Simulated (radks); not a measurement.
# Fractional charge and spin in the 4s shell of bromine

Aim: the energy as the spin-up occupation of 4s runs from 0 to 1 and the spin-down one from 0 to 1, against the two flat planes that join the four corners. Added charge counts from the emptiest corner (up 0, down 0).

The numbers are computed with radks (a radial shooting solver on a logarithmic mesh, Libxc functionals) version 1 (scalar-relativistic Kohn-Sham, r2SCAN, spin-polarised, spherical densities, finite nucleus), except any that are marked as measured or tabulated.

## (1) The system

```
element            : bromine (Z = 35)
configuration      : [Ar] 3d10 4p(up 2.5, down 2.5) 4s(up 1, down 1)
nuclear rms radius : 4.1629 fm
```

A shell typed twice in an input gives spin up, then spin down.

## (2) 4s: up 1, down 1

Input:

```text
Z 35
configuration [Ar] 3d10 4p2.5 4p2.5 4s1 4s1
relativity scalar-relativistic
functional r2scan,r2scan
spin polarised
nucleus finite rms 4.1629 fm
c 137.035999084
```

## (3) 4s: up 1, down 0.5

Input:

```text
Z 35
configuration [Ar] 3d10 4p2.5 4p2.5 4s1 4s0.5
relativity scalar-relativistic
functional r2scan,r2scan
spin polarised
nucleus finite rms 4.1629 fm
c 137.035999084
```

## (4) 4s: up 1, down 0

Input:

```text
Z 35
configuration [Ar] 3d10 4p2.5 4p2.5 4s1 4s0
relativity scalar-relativistic
functional r2scan,r2scan
spin polarised
nucleus finite rms 4.1629 fm
c 137.035999084
```

## (5) 4s: up 0.5, down 0.5

Input:

```text
Z 35
configuration [Ar] 3d10 4p2.5 4p2.5 4s0.5 4s0.5
relativity scalar-relativistic
functional r2scan,r2scan
spin polarised
nucleus finite rms 4.1629 fm
c 137.035999084
```

## (6) 4s: up 0.5, down 0

Input:

```text
Z 35
configuration [Ar] 3d10 4p2.5 4p2.5 4s0.5 4s0
relativity scalar-relativistic
functional r2scan,r2scan
spin polarised
nucleus finite rms 4.1629 fm
c 137.035999084
```

## (7) 4s: up 0, down 0

Input:

```text
Z 35
configuration [Ar] 3d10 4p2.5 4p2.5 4s0 4s0
relativity scalar-relativistic
functional r2scan,r2scan
spin polarised
nucleus finite rms 4.1629 fm
c 137.035999084
```

Q: Predict the outcome of this session. Wanted: for each run, down \ up; 0; 0.5; 1.

**Answer**, as computed:

```
down \ up       0     0.5       1
        0   0.000  -1.413   0.000
      0.5  -1.413   0.442  -1.267
        1   0.000  -1.267   0.000
```

**Reading.** The table gives the energy in eV minus the planes, whose edge runs along up + down = one added electron; mirror points follow by spin symmetry. With half an added electron in each spin it lies 0.44 eV above the planes. With half an electron added in spin up alone it lies 1.41 eV below them. The planes are only a guide here: the condition holds for ground states with one frontier orbital, and this shell lies below others.
